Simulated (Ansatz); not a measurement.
**K: single points about a listed cell**

How do energy, forces, pressure and gap of K change under moves of single atoms, swapped elements? Each case is one self-consistent run.

Computed with Ansatz 0.2.0 (DFT PBEsol, scalar-relativistic, plane waves, PAW, unless a step's input says otherwise).

## Step 1: The starting structure

Symmetry: P-1, No. 2, triclinic system. Conventional cell: a = 4.414 Å, b = 4.419 Å, c = 8.576 Å, α = 104.77°, β = 104.49°, γ = 90.02°. Around K (site symmetry 1) lie 4 K at 4.41 to 4.42 Å.

Cell or atoms stand a little off a more symmetric structure (I4_1/amd at a tolerance of 0.3 Å), so results at this geometry aren't those of that ideal crystal.

Structure file:

```cif
data_structure
_symmetry_space_group_name_H-M 'P-1'
_symmetry_Int_Tables_number 2
_cell_length_a 4.4144
_cell_length_b 4.4191
_cell_length_c 8.5762
_cell_angle_alpha 104.771
_cell_angle_beta 104.489
_cell_angle_gamma 90.020
_cell_volume 156.26
loop_
_atom_site_label
_atom_site_type_symbol
_atom_site_symmetry_multiplicity
_atom_site_Wyckoff_symbol
_atom_site_fract_x
_atom_site_fract_y
_atom_site_fract_z
_atom_site_occupancy
K1 K 2 i 0.36881 0.62096 0.75064 1
```

The structure comes from the Materials Project (structure only).

## Step 2: A single atom displaced

What differs from the listed cell: atom 1 (K) moved by 0.04 Å.

The input, input.yaml:

```yaml
crystal:
  lattice:
    - [4.414424752, 0.0, 0.0]
    - [-0.0015065291, 4.4190526552, 0.0]
    - [-2.1457294154, -2.1873041691, 8.0101231435]
  atoms:
    - { symbol: K, position: [0.370550447, 0.6314581974, 0.7520546002] }
    - { symbol: K, position: [0.6311895, 0.3790404, 0.24935986] }
basis:
  ecutwfc: 420
kpoints:
  mp_grid: { grid: [10, 10, 6] }
hamiltonian:
  xc: pbesol
scf:
  occupations: { method: gaussian, width: 0.1 }
output:
  forces: true
  stress: true
  eigenvalues: true
  populations: true
```

Command:

```console
ansatz run input.yaml --threads 1 --pin off --max-ram 1331MiB --backend cpu --events-out ev --progress --plain --runs-dir out
```

## Step 3: A single atom displaced

Changes to input.yaml since step 2:

```diff
@@ -6,4 +6,4 @@
   atoms:
-    - { symbol: K, position: [0.370550447, 0.6314581974, 0.7520546002] }
-    - { symbol: K, position: [0.6311895, 0.3790404, 0.24935986] }
+    - { symbol: K, position: [0.3688105, 0.6209596, 0.75064014] }
+    - { symbol: K, position: [0.6821587684, 0.3790404, 0.24935986] }
 basis:
```

## Step 4: One atom moved

Changes to input.yaml since step 3:

```diff
@@ -20,2 +20 @@
   eigenvalues: true
-  populations: true
```

## Step 5: One element swapped, cell strained: K → Na, first probe

The input, input.yaml:

```yaml
crystal:
  lattice:
    - [3.8934099003, 0.0459611639, 0.0147830604]
    - [0.0446806275, 4.1627085798, 0.1263337111]
    - [-1.8884274914, -1.853763554, 7.1004469443]
  atoms:
    - { symbol: Na, position: [0.3490295755, 0.6260226266, 0.7346524735] }
    - { symbol: Na, position: [0.6509704245, 0.3739773734, 0.2653475265] }
basis:
  ecutwfc: 420
kpoints:
  mp_grid: { grid: [6, 4, 4] }
hamiltonian:
  xc: pbesol
scf:
  occupations: { method: gaussian, width: 0.1 }
output:
  forces: true
  stress: true
  eigenvalues: true
```

## Step 6: Substitution of an element, cell strained: K → Na

Changes to input.yaml since step 5:

```diff
@@ -11,3 +11,3 @@
 kpoints:
-  mp_grid: { grid: [6, 4, 4] }
+  mp_grid: { grid: [12, 10, 6] }
 hamiltonian:
@@ -20 +20,6 @@
   eigenvalues: true
+  populations: true
+  write_density: true
+  write_potential: true
+  elf: true
+  volumetric_format: npy
```

## Step 7: One element swapped, cell strained: K → Rb, first probe

The input, input.yaml:

```yaml
crystal:
  lattice:
    - [4.6941398401, 0.0, 0.0]
    - [-0.0016019886, 4.6990609852, 0.0]
    - [-2.2816911604, -2.3259002519, 8.5176756394]
  atoms:
    - { symbol: Rb, position: [0.3688105, 0.6209596, 0.75064014] }
    - { symbol: Rb, position: [0.6311895, 0.3790404, 0.24935986] }
basis:
  ecutwfc: 420
kpoints:
  mp_grid: { grid: [4, 4, 2] }
hamiltonian:
  xc: pbesol
scf:
  occupations: { method: gaussian, width: 0.1 }
output:
  forces: true
  stress: true
  eigenvalues: true
```

What does the calculation give? Wanted: for each run, case; energy; pressure; largest force.

**Answer**, as computed:

```
step                                               case  energy (meV/atom)  pressure (GPa)  largest force (eV/Å)  gap on the mesh (eV)
   2                            a single atom displaced               +0.0            -0.2                  0.01                  0.00
   3                            a single atom displaced               -0.1            -0.2                  0.00                  0.00
   4                                     one atom moved               -0.1            -0.2                  0.00                  0.00
   6  substitution of an element, cell strained: K → Na                n/a            -1.3                  0.04                  0.00
```

Energies are counted from step 2, with the smearing taken to zero. Other atoms or functionals have another zero of energy (n/a). A gap of 0.00 means none on the mesh at this level.

What this shows: The distorted cells of the listed formula and level show no gap on the mesh.
